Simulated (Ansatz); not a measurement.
**C2H4BCl (SMILES C=CBCl): MP2/def2-SVPD**

What is the vertical electron affinity of C2H4BCl at MP2/def2-SVPD? 

The calculation is run with Ansatz 0.2.0.

39 further runs of the same task are left out: 39 set aside as unsound or not needed.

### 1 The molecule

The species is C2H4BCl (8 atoms), meant as a singlet with charge 0. SMILES: `C=CBCl`. Geometry: relaxed at PBE0-D4/def2-TZVP. This is one conformer, not always the lowest.

Bond lengths: C1–C2 1.337 Å, C2–B3 1.531 Å, B3–Cl4 1.750 Å, C1–H5 1.086 Å, C1–H6 1.086 Å, C2–H7 1.088 Å, B3–H8 1.194 Å. Angles: C1–C2–B3 119.9°, C2–B3–Cl4 121.0°, C1–C2–H7 118.9°, B3–C2–H7 121.2°, C2–C1–H5 120.8°, C2–C1–H6 122.7°, C2–B3–H8 121.9°, Cl4–B3–H8 117.1°, H5–C1–H6 116.4°.

### 2 A single-point energy at MP2/def2-SVPD

Input file in.yaml:

```yaml
crystal:
  periodic: [false, false, false]
  atoms:
    - symbol: C
      position_ang: [0.357400, 1.219900, -0.260000]
    - symbol: C
      position_ang: [0.353800, 0.057700, 0.401100]
    - symbol: B
      position_ang: [-0.528600, -1.094400, -0.086400]
    - symbol: Cl
      position_ang: [-0.555100, -2.627600, 0.756600]
    - symbol: H
      position_ang: [-0.259700, 1.360400, -1.142800]
    - symbol: H
      position_ang: [0.965100, 2.067000, 0.044900]
    - symbol: H
      position_ang: [0.984000, -0.048700, 1.281300]
    - symbol: H
      position_ang: [-1.225000, -0.991500, -1.050400]
basis:
  gaussian:
    orbitals: def2-SVPD
accuracy: high
correlation:
  method: mp2
  frozen_orbitals: {B: 1, C: 1, Cl: 5, H: 0}
total_charge: 0
```

Started as:

```
$ ansatz run in.yaml --threads 1 --pin off --max-ram 3480MiB --events-out events.jsonl --progress --plain --runs-dir runs
```

Output:

```text
Warning: RAYON_NUM_THREADS=1 ignored (pool sized by the plan → 1); use --threads N
Functional definition: HF
  name "HF"
  exchange = exact_x
  correlation = 0
2385 factors; integrals over basis functions are off by at most 3.7e-9 eV
mean field evaluation 1: about -15292.5772 eV, gradient 2.3e1 eV
mean field evaluation 2: about -15292.6498 eV, gradient 2.3e1 eV
mean field evaluation 4: about -15294.3874 eV, gradient 2.5e0 eV
mean field evaluation 8: about -15294.4120 eV, gradient 1.3e-1 eV
mean field evaluation 16: about -15294.4121 eV, gradient 7.6e-9 eV
mean field -15294.41212077 eV, -562.0592785133 hartree, gradient 7.6e-9 eV, S^2 0.000000; 0 other end points of the search recorded, 0 dependent functions left out
8 core orbitals not correlated: weight in the atoms' cores, before any rotation towards them, 1.000 or more for the frozen orbitals, at most 0.000 for the correlated occupied ones
reference -15294.41212077 eV, -562.0592785133 hartree; 11, 11 occupied and 100, 100 virtual orbitals, 2385 factors
second order -13.72559900 eV of doubles, -0.00000000 eV of singles
Total energy: -15308.13771977 eV, -562.5636849730 hartree
```

Run time: 7.5 s. Hardware: 1 thread of Arm Neoverse V1, shared host; peak memory 0.37 GiB.

### 3 The doublet anion at the same level

Input file run.yaml:

```yaml
crystal:
  periodic: [false, false, false]
  atoms:
    - {symbol: C, position_ang: [0.357400, 1.219900, -0.260000]}
    - {symbol: C, position_ang: [0.353800, 0.057700, 0.401100]}
    - {symbol: B, position_ang: [-0.528600, -1.094400, -0.086400]}
    - {symbol: Cl, position_ang: [-0.555100, -2.627600, 0.756600]}
    - {symbol: H, position_ang: [-0.259700, 1.360400, -1.142800]}
    - {symbol: H, position_ang: [0.965100, 2.067000, 0.044900]}
    - {symbol: H, position_ang: [0.984000, -0.048700, 1.281300]}
    - {symbol: H, position_ang: [-1.225000, -0.991500, -1.050400]}
basis:
  gaussian: {orbitals: def2-SVPD}
accuracy: high
total_charge: -1
magnetization: {spin_polarized: true, initial_magnetization: 1}
correlation: {method: mp2, frozen_orbitals: {B: 1, C: 1, Cl: 5, H: 0}}
```

Started as:

```
$ ansatz run run.yaml --threads 1 --pin off --max-ram 3480MiB --events-out events.jsonl --progress --plain --runs-dir runs
```

Output:

```text
Warning: RAYON_NUM_THREADS=1 ignored (pool sized by the plan → 1); use --threads N
[... 4 set-up lines as earlier in the session ...]
2385 factors; integrals over basis functions are off by at most 3.7e-9 eV
mean field evaluation 1: about -15291.5772 eV, gradient 1.6e1 eV
mean field evaluation 2: about -15291.6477 eV, gradient 1.6e1 eV
mean field evaluation 4: about -15293.6171 eV, gradient 2.6e0 eV
mean field evaluation 8: about -15293.7958 eV, gradient 4.2e-1 eV
mean field evaluation 16: about -15293.8056 eV, gradient 2.9e-7 eV
mean field -15293.80562380 eV, -562.0369901610 hartree, gradient 1.2e-8 eV, S^2 0.855615; 1 other end points of the search recorded, 0 dependent functions left out
8 core orbitals not correlated: weight in the atoms' cores, before any rotation towards them, 1.000 or more for the frozen orbitals, at most 0.000 for the correlated occupied ones
reference -15293.80562380 eV, -562.0369901610 hartree; 12, 11 occupied and 99, 100 virtual orbitals, 2385 factors
second order -14.08813562 eV of doubles, -0.00000000 eV of singles
Total energy: -15307.89375942 eV, -562.5547195956 hartree
```

Run time: 12 s. Hardware: 1 thread of Arm Neoverse V1, shared host; peak memory 0.44 GiB.

### 4 Outcome

At MP2/def2-SVPD, 8 core orbitals frozen:

| quantity | value |
| --- | --- |
| singlet C2H4BCl: total energy | -562.56368 Eh |
| singlet C2H4BCl: correlation energy (8 core orbitals frozen) | -504.4 mEh |
| doublet anion: total energy | -562.55472 Eh |
| doublet anion: correlation energy (8 core orbitals frozen) | -517.7 mEh |
| doublet anion: ⟨S²⟩ of the reference determinant | 0.856 |
| vertical electron affinity (to the doublet anion) | -0.244 eV |

What this shows: The anion lies 0.24 eV (23.5 kJ/mol) above the neutral: the electron isn't bound at this level, and such a value depends on the basis. ⟨S²⟩ (doublet anion) is 0.86 where a pure doublet has 0.75: the reference is spin-contaminated.
